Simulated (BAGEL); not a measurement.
# C3H6B− (SMILES [BH3-]C1C=C1): levels of theory compared

We compute a comparison of 4 runs (HF/6-31G*, B3LYP/6-31G*, PBE0/6-31G*, RI-MP2/6-31G*) of C3H6B−. 

The calculation is run with BAGEL 1.2.2.

## (1) The structure to begin with

The species is C3H6B− (10 atoms), meant as a singlet with charge -1. SMILES: `[BH3-]C1C=C1`. The B1–H5 distance was set to 2.213 Å, away from the relaxed value. At this shape a bond of the SMILES string is far longer than usual.

Bond lengths: B1–C2 1.628 Å, C2–C3 1.516 Å, C2–C4 1.516 Å, C3–C4 1.298 Å, B1–H6 1.229 Å, B1–H7 1.228 Å, C2–H8 1.109 Å, C3–H9 1.070 Å, C4–H10 1.070 Å. Some angles: B1–C2–C3 124.0°, B1–C2–C4 124.2°, C3–C2–C4 50.7°, C2–C3–C4 64.7°, C2–C4–C3 64.6°, B1–C2–H8 115.8°, C3–C2–H8 113.2°, C4–C2–H8 113.2°, C2–B1–H6 109.6°, C2–B1–H7 110.4°.

## (2) A single-point energy at HF/6-31G(d) (density fitting with qzvpp-jkfit, spherical functions) (run 1)

Input file input.json:

```json
{ "bagel": [

{
  "title": "molecule",
  "basis": "6-31gs.json",
  "df_basis": "qzvpp-jkfit",
  "angstrom": true,
  "geometry": [
    { "atom": "B", "xyz": [   -0.828242,    0.860652,    0.405326 ] },
    { "atom": "C", "xyz": [    0.135638,   -0.326358,    0.965416 ] },
    { "atom": "C", "xyz": [    1.174778,   -0.133448,    2.051596 ] },
    { "atom": "C", "xyz": [    1.647498,   -0.318518,    0.856826 ] },
    { "atom": "H", "xyz": [   -1.387440,    0.438180,   -1.693660 ] },
    { "atom": "H", "xyz": [   -1.854602,    0.912822,    1.080246 ] },
    { "atom": "H", "xyz": [   -0.250772,    1.942962,    0.461936 ] },
    { "atom": "H", "xyz": [   -0.297742,   -1.346788,    0.950666 ] },
    { "atom": "H", "xyz": [    1.384408,    0.042502,    3.086456 ] },
    { "atom": "H", "xyz": [    2.513218,   -0.382158,    0.230986 ] }
  ]
},
{
  "title": "hf",
  "charge": -1
},
{
  "title": "print",
  "file": "orbitals.molden",
  "orbitals": true
}

]}
```

The basis set 6-31G* is read from a file made from the Basis Set Exchange's data (not shown).

Command:

```console
$ BAGEL_NUM_THREADS=1 BAGEL input.json > input.out
```

The program printed:

```text
* using 1 threads per process

  ===============================================================
  ===============================================================

  *** Geometry ***

  { "atom" : "B", "xyz" : [     -1.565151,      1.626397,      0.765955 ] },
  { "atom" : "C", "xyz" : [      0.256319,     -0.616727,      1.824372 ] },
  { "atom" : "C", "xyz" : [      2.220009,     -0.252180,      3.876955 ] },
  { "atom" : "C", "xyz" : [      3.113320,     -0.601912,      1.619166 ] },
  { "atom" : "H", "xyz" : [     -2.621882,      0.828040,     -3.200554 ] },
  { "atom" : "H", "xyz" : [     -3.504690,      1.724984,      2.041369 ] },
  { "atom" : "H", "xyz" : [     -0.473890,      3.671666,      0.872933 ] },
  { "atom" : "H", "xyz" : [     -0.562651,     -2.545060,      1.796498 ] },
  { "atom" : "H", "xyz" : [      2.616152,      0.080317,      5.832557 ] },
  { "atom" : "H", "xyz" : [      4.749294,     -0.722174,      0.436500 ] },

  Number of auxiliary basis functions:      408

  Since a DF basis is specified, we compute 2- and 3-index integrals:
    o Being stored without compression. Storage requirement is 0.015 GB

  Number of basis functions:       68
  Number of electrons      :       29

    * METHOD: MOLECULE                             0.13

  *** RHF ***

  === Nuclear Repulsion ===
    97.6701761830

      * DIIS with orbital gradients will be used.

  === RHF iteration (6-31gs.json) ===
      0       -141.41485165          0.01839500           0.02
      1       -141.53116344          0.00777400           0.02
      2       -141.55042554          0.00207980           0.02
      3       -141.55218323          0.00035555           0.02
      4       -141.55224503          0.00009028           0.02
      5       -141.55225050          0.00002302           0.02
      6       -141.55225079          0.00000805           0.03
      7       -141.55225083          0.00000290           0.03
      8       -141.55225083          0.00000114           0.02
      9       -141.55225083          0.00000061           0.03
     10       -141.55225084          0.00000022           0.02
     11       -141.55225084          0.00000010           0.02
     12       -141.55225084          0.00000004           0.02
     13       -141.55225084          0.00000001           0.02
     14       -141.55225084          0.00000001           0.02
    * SCF iteration converged.

    * Permanent dipole moment:
           (   -2.731539,     1.085074,    -2.654030) a.u.

    * METHOD: HF                                   0.44

    * METHOD: PRINT                                0.01

  ===============================================================
```

It took 0.7 s on 1 thread of Arm Neoverse V2, shared host.

## (3) A single-point energy at B3LYP/6-31G(d) (density fitting with qzvpp-jkfit, spherical functions) (run 2)

Input file input.json:

```json
{ "bagel" : [

{
  "title" : "molecule",
  "basis" : "6-31gs.json",
  "df_basis" : "qzvpp-jkfit",
  "angstrom" : true,
  "geometry" : [
    { "atom" : "B", "xyz" : [      -0.828242,       0.860652,       0.405326 ] },
    { "atom" : "C", "xyz" : [       0.135638,      -0.326358,       0.965416 ] },
    { "atom" : "C", "xyz" : [       1.174778,      -0.133448,       2.051596 ] },
    { "atom" : "C", "xyz" : [       1.647498,      -0.318518,       0.856826 ] },
    { "atom" : "H", "xyz" : [      -1.387440,       0.438180,      -1.693660 ] },
    { "atom" : "H", "xyz" : [      -1.854602,       0.912822,       1.080246 ] },
    { "atom" : "H", "xyz" : [      -0.250772,       1.942962,       0.461936 ] },
    { "atom" : "H", "xyz" : [      -0.297742,      -1.346788,       0.950666 ] },
    { "atom" : "H", "xyz" : [       1.384408,       0.042502,       3.086456 ] },
    { "atom" : "H", "xyz" : [       2.513218,      -0.382158,       0.230986 ] }
  ]
},

{ "title" : "ks", "xc_func" : "b3lyp", "charge" : -1 },

{ "title" : "print", "file" : "orbitals.molden", "orbitals" : true }

]}
```

The basis set 6-31G* is read from a file made from the Basis Set Exchange's data (not shown).

Command:

```console
$ BAGEL_NUM_THREADS=1 BAGEL input.json > input.out
```

The program printed:

```text
* using 1 threads per process

  ===============================================================
  ===============================================================

  *** Geometry ***

  { "atom" : "B", "xyz" : [     -1.565151,      1.626397,      0.765955 ] },
  { "atom" : "C", "xyz" : [      0.256319,     -0.616727,      1.824372 ] },
  { "atom" : "C", "xyz" : [      2.220009,     -0.252180,      3.876955 ] },
  { "atom" : "C", "xyz" : [      3.113320,     -0.601912,      1.619166 ] },
  { "atom" : "H", "xyz" : [     -2.621882,      0.828040,     -3.200554 ] },
  { "atom" : "H", "xyz" : [     -3.504690,      1.724984,      2.041369 ] },
  { "atom" : "H", "xyz" : [     -0.473890,      3.671666,      0.872933 ] },
  { "atom" : "H", "xyz" : [     -0.562651,     -2.545060,      1.796498 ] },
  { "atom" : "H", "xyz" : [      2.616152,      0.080317,      5.832557 ] },
  { "atom" : "H", "xyz" : [      4.749294,     -0.722174,      0.436500 ] },

  Number of auxiliary basis functions:      408

  Since a DF basis is specified, we compute 2- and 3-index integrals:
    o Being stored without compression. Storage requirement is 0.015 GB

  Number of basis functions:       68
  Number of electrons      :       29

    * METHOD: MOLECULE                             0.13

  *** Kohn-Sham DFT ***

    * Removing 18238 points whose weight is below 1.00e-10
    * Grid points: 130822

  === Nuclear Repulsion ===
    97.6701761830

       - DIIS with orbital gradients will be used.

  === KS iteration (b3lyp / 6-31gs.json) ===
      0       -105.37965128          0.17542807           0.26
      1        -85.66931698          0.14484466           0.25
      2        -79.17311091          0.21422253           0.25
      3       -126.82122859          0.13349811           0.25
      4       -130.67891422          0.11245910           0.25
      5       -135.16441054          0.10939783           0.25
[... 18 lines of this table left out ...]
     24       -142.59277294          0.00000001           0.24
     25       -142.59277294          0.00000001           0.25
    * SCF iteration converged.

    * Permanent dipole moment:
           (   -2.565956,     1.104447,    -2.342652) a.u.

    * METHOD: KS                                   7.03

    * METHOD: PRINT                                0.01

  ===============================================================
```

It took 7.5 s on 1 thread of Arm Neoverse V2, shared host; peak memory 0.4 GiB.

Run 3 isn't shown in full; the table further down has it.

## (4) The energy at RI-MP2/6-31G(d) (density fitting with qzvpp-jkfit, spherical functions) (run 4)

Input file input.json:

```json
{ "bagel" : [

{
  "title" : "molecule",
  "basis" : "6-31gs.json",
  "df_basis" : "qzvpp-jkfit",
  "angstrom" : true,
  "geometry" : [
    { "atom" : "B", "xyz" : [   -0.828242,    0.860652,    0.405326 ] },
    { "atom" : "C", "xyz" : [    0.135638,   -0.326358,    0.965416 ] },
    { "atom" : "C", "xyz" : [    1.174778,   -0.133448,    2.051596 ] },
    { "atom" : "C", "xyz" : [    1.647498,   -0.318518,    0.856826 ] },
    { "atom" : "H", "xyz" : [   -1.387440,    0.438180,   -1.693660 ] },
    { "atom" : "H", "xyz" : [   -1.854602,    0.912822,    1.080246 ] },
    { "atom" : "H", "xyz" : [   -0.250772,    1.942962,    0.461936 ] },
    { "atom" : "H", "xyz" : [   -0.297742,   -1.346788,    0.950666 ] },
    { "atom" : "H", "xyz" : [    1.384408,    0.042502,    3.086456 ] },
    { "atom" : "H", "xyz" : [    2.513218,   -0.382158,    0.230986 ] }
  ]
},
{
  "title" : "hf",
  "charge" : -1
},
{
  "title" : "mp2",
  "charge" : -1,
  "ncore" : 4
}

]}
```

The basis set 6-31G* is read from a file made from the Basis Set Exchange's data (not shown).

Command:

```console
$ BAGEL_NUM_THREADS=1 BAGEL input.json > input.out
```

The program printed:

```text
* using 1 threads per process

  ===============================================================
  ===============================================================

  *** Geometry ***

  { "atom" : "B", "xyz" : [     -1.565151,      1.626397,      0.765955 ] },
  { "atom" : "C", "xyz" : [      0.256319,     -0.616727,      1.824372 ] },
  { "atom" : "C", "xyz" : [      2.220009,     -0.252180,      3.876955 ] },
[... 6 lines of this table left out ...]
  { "atom" : "H", "xyz" : [      4.749294,     -0.722174,      0.436500 ] },

  Number of auxiliary basis functions:      408

  Since a DF basis is specified, we compute 2- and 3-index integrals:
    o Being stored without compression. Storage requirement is 0.015 GB

  Number of basis functions:       68
  Number of electrons      :       29

    * METHOD: MOLECULE                             0.13

  *** RHF ***

  === Nuclear Repulsion ===
    97.6701761830

      * DIIS with orbital gradients will be used.

  === RHF iteration (6-31gs.json) ===
      0       -141.41485165          0.01839500           0.03
      1       -141.53116344          0.00777400           0.03
      2       -141.55042554          0.00207980           0.03
[... 11 lines of this table left out ...]
     14       -141.55225084          0.00000001           0.02
    * SCF iteration converged.

    * Permanent dipole moment:
           (   -2.731539,     1.085074,    -2.654030) a.u.

    * METHOD: HF                                   0.47

  *** RHF ***

  === Nuclear Repulsion ===
    97.6701761830

      * DIIS with orbital gradients will be used.

  === RHF iteration (6-31gs.json) ===
      0       -141.55225084          0.00000000           0.03
    * SCF iteration converged.

    * Permanent dipole moment:
           (   -2.731539,     1.085074,    -2.654030) a.u.

  === DF-MP2 calculation ===

    * freezing 4 orbitals
    * 3-index integral transformation done
    * assembly done

      MP2 correlation energy:   -0.4734087221      0.02

      MP2 total energy:       -142.0256595574

    * METHOD: MP2                                  0.08

  ===============================================================
```

Run time: 0.83 s. Hardware: 1 thread of Arm Neoverse V2, shared host.

## (5) All runs side by side

```csv
run,level,frozen core orbitals,energy (Eh),HOMO energy (eV),LUMO energy (eV),HOMO–LUMO gap (eV),wall time
1,"HF/6-31G* (density fitting with qzvpp-jkfit, spherical functions)",–,-141.552251,-2.16,8.88,11.04,0.7 s
2,"B3LYP/6-31G* (density fitting with qzvpp-jkfit, spherical functions)",–,-142.592773,0.46,4.74,4.27,7.5 s
3,"PBE0/6-31G* (density fitting with qzvpp-jkfit, spherical functions)",–,-142.398774,0.21,4.91,4.70,6.6 s
4,"RI-MP2/6-31G* (density fitting with qzvpp-jkfit, spherical functions)",4,-142.025660,–,–,–,0.83 s
```

## (6) What came out

| quantity | value |
| --- | --- |
| run 4: total energy | -142.02566 Eh |
| run 4: correlation energy (4 core orbitals frozen) | -473.4 mEh |

Over runs 1, 2, 3 the HOMO–LUMO gap runs from 4.27 eV (B3LYP/6-31G*) to 11.04 eV (HF/6-31G*). Exact exchange widens orbital gaps. The empty levels of an anion lie above zero and hang on the basis. Totals of different functionals can't be ranked against each other. In runs 2, 3 the HOMO lies above zero, so the outermost electron may be held by the basis alone. All runs together took 16 s, the longest 7.5 s.
